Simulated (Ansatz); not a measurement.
# C2H6FGaO: the cost of one run

Program: Ansatz 0.2.0. Level of theory: RKS PBE-D4/def2-SVP. These are calculated values, not measurements.

## Step 1: The system as given

Bond lengths: C1–C2 1.523 Å, C2–O3 1.414 Å, O3–Ga4 1.724 Å, Ga4–F5 1.748 Å, C1–H6 1.087 Å, C1–H7 1.092 Å, C1–H8 1.092 Å, C2–H9 1.097 Å, C2–H10 1.097 Å, Ga4–H11 1.500 Å. Angles (14 of 16 angles, heavy atoms first): C1–C2–O3 111.8°, C2–O3–Ga4 141.0°, O3–Ga4–F5 125.9°, C1–C2–H9 110.2°, C1–C2–H10 110.2°, O3–C2–H9 108.1°, O3–C2–H10 107.8°, C2–C1–H6 110.7°, C2–C1–H7 109.4°, C2–C1–H8 109.3°, O3–Ga4–H11 111.6°, F5–Ga4–H11 122.5°, H9–C2–H10 108.6°, H6–C1–H7 109.5°.

As a file:

```xyz
11

C     0.3278   -0.2975    1.2824
C    -0.9197    0.2560    0.6064
O    -0.7542    0.3649   -0.7939
Ga    0.4246    0.1172   -2.0279
F     2.0713   -0.4127   -1.7792
H     0.1784   -0.3776    2.3565
H     1.1739    0.3623    1.0799
H     0.5547   -1.2832    0.8712
H    -1.1532    1.2523    1.0005
H    -1.7758   -0.4041    0.7927
H    -0.1280    0.4225   -3.3884
```

## Step 2: End point A

input.yaml

```yaml
crystal:
  periodic: [false, false, false]
  atoms:
    - { symbol: C, position_ang: [0.32784, -0.29749, 1.28239] }
    - { symbol: C, position_ang: [-0.91967, 0.25595, 0.60639] }
    - { symbol: O, position_ang: [-0.75416, 0.36488, -0.79394] }
    - { symbol: Ga, position_ang: [0.42456, 0.11723, -2.02793] }
    - { symbol: F, position_ang: [2.07135, -0.41274, -1.77925] }
    - { symbol: H, position_ang: [0.17843, -0.37764, 2.35654] }
    - { symbol: H, position_ang: [1.17388, 0.36226, 1.07988] }
    - { symbol: H, position_ang: [0.55474, -1.28321, 0.87117] }
    - { symbol: H, position_ang: [-1.15319, 1.25229, 1.00047] }
    - { symbol: H, position_ang: [-1.77581, -0.40406, 0.79271] }
    - { symbol: H, position_ang: [-0.12797, 0.42253, -3.38844] }
basis:
  gaussian: { orbitals: def2-SVP }
hamiltonian:
  xc: pbe
  dispersion: d4
relax:
  f_tol: 0.02
  max_steps: 50
output:
  orbitals: {}
```

The run is started by

```sh
$ ansatz run input.yaml --threads 2 --pin off --max-ram 3072MiB --backend cpu --events-out ev --progress --plain --runs-dir out
```

**Question.** How long does this run take on 2 threads of Arm Neoverse V1, shared host, and how much memory does it need?

About 55 s, with a peak of 0.16 GiB.
